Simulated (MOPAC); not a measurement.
# CH6ClGeN (SMILES C[NH][GeH2][Cl]) at PM6-D3H4

Wanted: a structure relaxation of CH6ClGeN. 

Program for the calculation: MOPAC 23.2.5.

7 further runs of the same task are left out: 2 that didn't finish, 5 set aside as unsound or not needed.

### Step 1. The structure to begin with

CH6ClGeN: 10 atoms, total charge 0, spin state singlet. As SMILES, `C[NH][GeH2][Cl]`. All atoms were displaced at random from a relaxed shape. The run starts from this shape.

Bond lengths: C1–N2 1.439 Å, N2–Ge3 1.800 Å, Ge3–Cl4 2.198 Å, C1–H5 1.093 Å, C1–H6 1.109 Å, C1–H7 1.116 Å, N2–H8 0.998 Å, Ge3–H9 1.542 Å, Ge3–H10 1.552 Å. Some angles: C1–N2–Ge3 119.7°, N2–Ge3–Cl4 112.3°, C1–N2–H8 112.6°, Ge3–N2–H8 113.7°, N2–C1–H5 114.3°, N2–C1–H6 110.8°, N2–C1–H7 109.6°, N2–Ge3–H9 109.8°, N2–Ge3–H10 109.8°, Cl4–Ge3–H9 103.8°.

### Step 2. A geometry optimisation at PM6-D3H4

Input file ch6clgen.mop:

```
PM6-D3H4 GRADIENTS GNORM=0.02 CYCLES=300 PRECISE DISP EF THREADS=1 AUX(PRECISION=6)
CH6ClGeN charge 0

C      0.064671     1.004560    -0.984814
N     -0.638477     0.430209     0.131928
Ge     0.134747    -0.877926     1.096014
Cl     0.563153    -2.661661    -0.114116
H      0.124086     0.354913    -1.861965
H     -0.401987     1.962077    -1.293267
H      1.111772     1.245141    -0.684494
H     -1.602843     0.266273    -0.064608
H      1.524765    -0.418467     1.579940
H     -0.841465    -1.365164     2.199280
```

The run is started by

```console
$ mopac ch6clgen.mop
```

**Question.** What will come out? Wanted: total energy at the end; dipole moment; HOMO energy; LUMO energy; HOMO–LUMO gap; dispersion energy; heat of formation.

Computed results:

At PM6-D3H4:

```
               quantity           value
total energy at the end    -26.43988 Eh
          dipole moment          3.03 D
            HOMO energy        -9.31 eV
            LUMO energy        -0.31 eV
          HOMO–LUMO gap         8.99 eV
      dispersion energy    -3.83 kJ/mol
      heat of formation  -24.8 kcal/mol
```

**Reading.** At the final geometry: Bond lengths: C1–N2 1.483 Å, N2–Ge3 1.793 Å, Ge3–Cl4 2.221 Å, C1–H5 1.121 Å, C1–H6 1.122 Å, C1–H7 1.119 Å, N2–H8 1.024 Å, Ge3–H9 1.504 Å, Ge3–H10 1.505 Å. Some angles: C1–N2–Ge3 119.4°, N2–Ge3–Cl4 106.4°, C1–N2–H8 110.2°, Ge3–N2–H8 117.3°, N2–C1–H5 112.6°, N2–C1–H6 108.0°, N2–C1–H7 109.5°, N2–Ge3–H9 111.0°, N2–Ge3–H10 108.8°, Cl4–Ge3–H9 103.9°. The optimisation took 55 steps and changed the energy by -0.144 eV.
